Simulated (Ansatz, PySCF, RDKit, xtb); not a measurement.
# Which structure has the formula Si2NF3?

Only the formula Si2NF3 is given. Aim: find the structure of lowest free energy at 298.15 K, then its properties.

Plan: many cheap relaxations first (GFN2-xTB), then density-functional screening, relaxation at B3LYP-D3(BJ)/6-311G**, vibrations and a final energy. The numbers are computed, not measured.

8 further runs of the same task are left out: 8 set aside as unsound or not needed.

### 1 Drawing up candidates

All bonding patterns within simple valence rules are listed by program: one Lewis structure each, at most two rings and one unusual centre or charged pair. O–O, O–halogen and N–halogen bonds and N–N–N chains are not drawn. That gives 7 candidates.

| label | SMILES | spin |
| --- | --- | --- |
| c308 | F[Si]N=[Si](F)F | triplet |
| c689 | F[Si](F)(F)N=[Si] | triplet |
| c696 | N#[Si][Si](F)(F)F | singlet |
| c735 | F[Si](F)(F)N=[Si] | singlet |
| c760 | F[Si]N=[Si](F)F | singlet |
| c857 | N#[Si-](F)[Si+](F)F | singlet |
| c936 | F[Si]1=N[Si]1(F)F | singlet |

Candidates are built by distance geometry, with a force field where one applies, in up to four conformers (letters a to d). 3 starts with atoms placed at random are added, to find patterns that the rules miss.

Q: Predict the outcome of this search (final energies at CCSD(T)/def2-SVP + MP2/def2-TZVPP - MP2/def2-SVP).

| quantity | value |
| --- | --- |
| lowest structure found | F[Si](F)(F)N=[Si], singlet, C3v |
| next finalist | F[Si]N=[Si](F)F, singlet, 45.3 kcal/mol higher in G |
| share at equilibrium, among the finalists | 100.0 % |
| harmonic wavenumbers, lowest and highest (B3LYP-D3(BJ)/6-311G**) | 98 and 1432 cm⁻¹ |
| rotational constants, same geometry | 0.1351, 0.04593 cm⁻¹ |
| dipole moment (PBE0/def2-TZVPD) | 4.31 D |
| HOMO energy (PBE0/def2-TZVPD) | -9.25 eV |
| LUMO energy (PBE0/def2-TZVPD) | -2.45 eV |
| HOMO–LUMO gap (PBE0/def2-TZVPD) | 6.80 eV |
| lowest excitation (TD-PBE0/def2-SVPD) | 5.02 eV (f = 0.000) |
| lowest triplet excitation, same level, Tamm-Dancoff | 4.16 eV |
| vertical electron affinity | 0.59 eV |

The search ends on `F[Si](F)(F)N=[Si]`. Among the finalists first place is clear (45.3 kcal/mol); structures outside the list aren't covered. GFN2-xTB, HF/STO-3G, r2SCAN-D4/def2-SVP, B3LYP-D3(BJ)/6-311G**, HF/def2-SVP and MP2/def2-SVP already put its bonding pattern lowest among the structures in one piece. Lowest found is not proven lowest: the search is finite, and each finalist counts with one conformer. Patterns outside the rules of the enumeration were met only by chance.
